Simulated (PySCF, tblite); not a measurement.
# C₅H₇BF₄: geometry, infrared bands and NMR shifts

What infrared bands and NMR shifts should C₅H₇BF₄ (`C/C(=C/B(F)F)CC(F)F`) show?

Programs: tblite 0.8.0 and PySCF 2.14.0, with density-fitted response routines of our own. Each step states its level of theory. These are calculated values for one molecule in the gas phase, unless marked as measured. Atoms are numbered from 0 throughout.

## Step 1: The starting structure

17 atoms, charge 0, multiplicity 1; geometry from: force field or distance geometry start.

Bonds of the start (Å): C0–C1 1.50, C1–C2 1.37, C2–B3 1.57, B3–F4 1.44, B3–F5 1.44, C1–C6 1.51, C6–C7 1.53, C7–F8 1.38, C7–F9 1.39, C0–H10 1.12, C0–H11 1.11, C0–H12 1.10, C2–H13 1.08, C6–H14 1.10, C6–H15 1.11, C7–H16 1.11.

## Step 2: Geometry optimisation with GFN2-xTB

Job settings and geometry (Å):

```
{"job": {"kind": "relax", "xc": "GFN2-xTB", "basis": "xTB"}, "charge": 0, "multiplicity": 1}
C     -0.195800     1.891900     0.823500
C      0.137300     0.659600     0.028600
C      1.458800     0.320700    -0.076000
B      2.051500    -0.902300    -0.868400
F      1.226600    -1.869100    -1.552200
F      3.480100    -1.092600    -0.875000
C     -0.983400    -0.150000    -0.582100
C     -1.323500    -1.368200     0.280800
F     -1.798900    -0.970100     1.512500
F     -2.311000    -2.119700    -0.352500
H     -1.305000     2.047700     0.882900
H      0.182600     1.801400     1.861900
H      0.244200     2.787100     0.350800
H      2.194400     0.959900     0.395100
H     -0.729800    -0.448800    -1.611600
H     -1.899300     0.475400    -0.659500
H     -0.435900    -2.010800     0.431400
```

Run with:

```
OMP_NUM_THREADS=1 python probes_run.py task.json out
```

The driver reads the jobs from task.json and runs them one after another.

**Question.** This job is followed by: GFN2-xTB harmonic vibrations, gas phase; GIAO PBE0/pcSseg-1 NMR shielding, non-relativistic, gas phase. What will the session give for the following? strongest single infrared mode (GFN2-xTB); zero-point energy (GFN2-xTB); ¹³C shifts against TMS (PBE0/pcSseg-1); ¹H shifts against TMS (PBE0/pcSseg-1, means over atoms taken as alike); ¹¹B shifts against BF3·OEt2 (PBE0/pcSseg-1); ¹⁹F shifts against CFCl3 (PBE0/pcSseg-1, means over atoms taken as alike).

As calculated:

| quantity | value |
| --- | --- |
| strongest single infrared mode (GFN2-xTB) | 1258 cm⁻¹, 279 km/mol |
| zero-point energy (GFN2-xTB) | 74.3 kcal/mol |
| ¹³C shifts against TMS (PBE0/pcSseg-1) | 180.4, 124.9, 120.0, 45.7, 33.8 ppm |
| ¹H shifts against TMS (PBE0/pcSseg-1, means over atoms taken as alike) | 6.04, 5.79, 2.97, 2.27 ppm |
| ¹¹B shifts against BF3·OEt2 (PBE0/pcSseg-1) | 22.7 ppm |
| ¹⁹F shifts against CFCl3 (PBE0/pcSseg-1, means over atoms taken as alike) | -82.2, -130.8 ppm |

What this shows: Over 141 steps the energy fell by 0.732 eV; of the close pairs, B3–F5 changed most, 1.441 to 1.321 Å. All 45 modes are real, so the xTB geometry is a minimum. The strongest single mode, at 1258 cm⁻¹, moves mainly B3. GFN2-xTB is a fitted tight-binding method: band positions and strengths are rough. Its intensities can rank the bands wrongly. The most deshielded hydrogen is H16 (hydrogen on an sp3 CH bonded to 2 F), at 6.04 ppm: its carbon carries F, hence the downfield position. At PBE0/pcSseg-1: The widest tensor belongs to C1: span 286 ppm, with a paramagnetic part of -256 ppm.
